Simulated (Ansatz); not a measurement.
**ClFH3SbSi: small, medium and large basis sets**

Aim: see how fast density functionals converge with the basis set for ClFH3SbSi.

Computed with Ansatz 0.2.0, Gaussian basis. Level: one geometry, several basis sets.

Plan: PBE0-D4/def2-SVP; ωB97M-V/def2-SVP; PBE0-D4/def2-QZVPP; ωB97M-V/def2-QZVPP; the functionals' def2-TZVPP values are taken from earlier runs.

## (1) The relaxed structure

All runs share one geometry, relaxed beforehand with PBE0-D4 in a triple-zeta def2 set. Sb takes the def2 core potential; no spin-orbit term is included.

SMILES `[F][Sb]([SiH3])[Cl]`, 7 atoms, charge 0, spin multiplicity 1.

Atoms are counted from 1 here; the program's logs count them from 0.

Bond lengths: F1–Sb2 1.919 Å, Sb2–Si3 2.605 Å, Sb2–Cl4 2.349 Å, Si3–H5 1.483 Å, Si3–H6 1.486 Å, Si3–H7 1.487 Å. Angles: F1–Sb2–Si3 92.3°, F1–Sb2–Cl4 97.1°, Si3–Sb2–Cl4 91.4°, Sb2–Si3–H5 107.9°, Sb2–Si3–H6 108.1°, Sb2–Si3–H7 109.7°, H5–Si3–H6 110.9°, H5–Si3–H7 110.8°, H6–Si3–H7 109.4°.

## (2) PBE0-D4 in def2-SVP

The input, in.yaml:

```yaml
crystal:
  periodic: [false, false, false]
  atoms:
    - {symbol: F, position_ang: [-1.348001, -2.030534, -0.323596]}
    - {symbol: Sb, position_ang: [-1.298659, -0.593577, 0.947207]}
    - {symbol: Si, position_ang: [0.333215, 0.798382, -0.531440]}
    - {symbol: Cl, position_ang: [0.482296, -1.411488, 2.242242]}
    - {symbol: H, position_ang: [1.412300, -0.106043, -0.995574]}
    - {symbol: H, position_ang: [0.885020, 1.899170, 0.301297]}
    - {symbol: H, position_ang: [-0.404872, 1.375992, -1.685935]}
basis:
  gaussian: {orbitals: def2-SVP}
hamiltonian: {xc: pbe0, dispersion: d4}
output: {orbitals: {seedname: orbitals}}
```

Run with:

```
$ ansatz run in.yaml --threads 4 --pin off --events-out ev --progress --plain --max-ram 10444MiB
```

The runs that follow: ωB97M-V in def2-SVP; PBE0-D4 in def2-QZVPP; ωB97M-V in def2-QZVPP.

Q: Predict the results of all the runs planned. Wanted: PBE0-D4: double and triple zeta above quadruple; ωB97M-V: double and triple zeta above quadruple.

The runs gave:

| quantity | value |
| --- | --- |
| PBE0-D4: double and triple zeta above quadruple | 11.96, 0.89 eV |
| ωB97M-V: double and triple zeta above quadruple | 12.03, 0.85 eV |

**Reading.** PBE0-D4 gains 11.07 eV from double to triple zeta, then 0.89 eV more. These are total energies; as a rule much of such shifts cancels in differences, which this series doesn't test.
